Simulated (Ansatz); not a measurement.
The system is CdBr.

```xyz
2
Lattice="3.3632 0.0000 0.0000 0.0000 3.3632 0.0000 0.0000 0.0000 4.8437" Properties=species:S:1:pos:R:3 pbc="T T T"
Cd    0.0000    0.0000    0.0000
Br    1.6816    1.6816    2.4219
```

The cell was built by a generator and needn't be a form met in nature.

| Item | Value |
| --- | --- |
| Program | Ansatz 0.2.0 |
| Task | single point |
| Functional | PBE |
| Potentials or basis | all-electron LAPW, scalar-relativistic |
| Cutoff | 167 eV (chosen from the basis error) |
| Basis error allowed | 0.001 eV/atom |
| k mesh | 8 × 8 × 6 |
| Occupations | fermi-dirac, width 0.05 eV |
| Spin | no spin polarisation |

On this cell: pressure 0.0 GPa; largest force under 0.003 eV/Å; band gap on the k mesh none (metal or under the smearing width).

The same run follows on a disturbed copy (atoms moved at random, drawn with an rms of 0.05 Å):

```
CELL_PARAMETERS angstrom
3.36323 0.00000 0.00000
0.00000 3.36323 0.00000
0.00000 0.00000 4.84371
ATOMIC_POSITIONS crystal
Cd 0.99141 0.99120 0.99882
Br 0.50038 0.49555 0.50502
```

**Question.** What does the disturbed cell give?

**Answer.** The energy (extrapolated to zero smearing) moves by -0.3 meV/atom; pressure 0.0 GPa; largest force 0.028 eV/Å; band gap on the k mesh none (metal or under the smearing width).

Forces in eV/Å, atoms in the order of the input:
```
Cd  -0.012 -0.006 -0.024
Br   0.012  0.006  0.024
```

Stress tensor (GPa, compression positive):
```
 3.38  0.00  0.00
 0.00  3.38  0.00
 0.00  0.00 -6.69
```

Caveats: an odd number of electrons without spin polarisation forces a metal; a magnetic or distorted state may lie lower.

The runs don't all hold the same shells in valence.
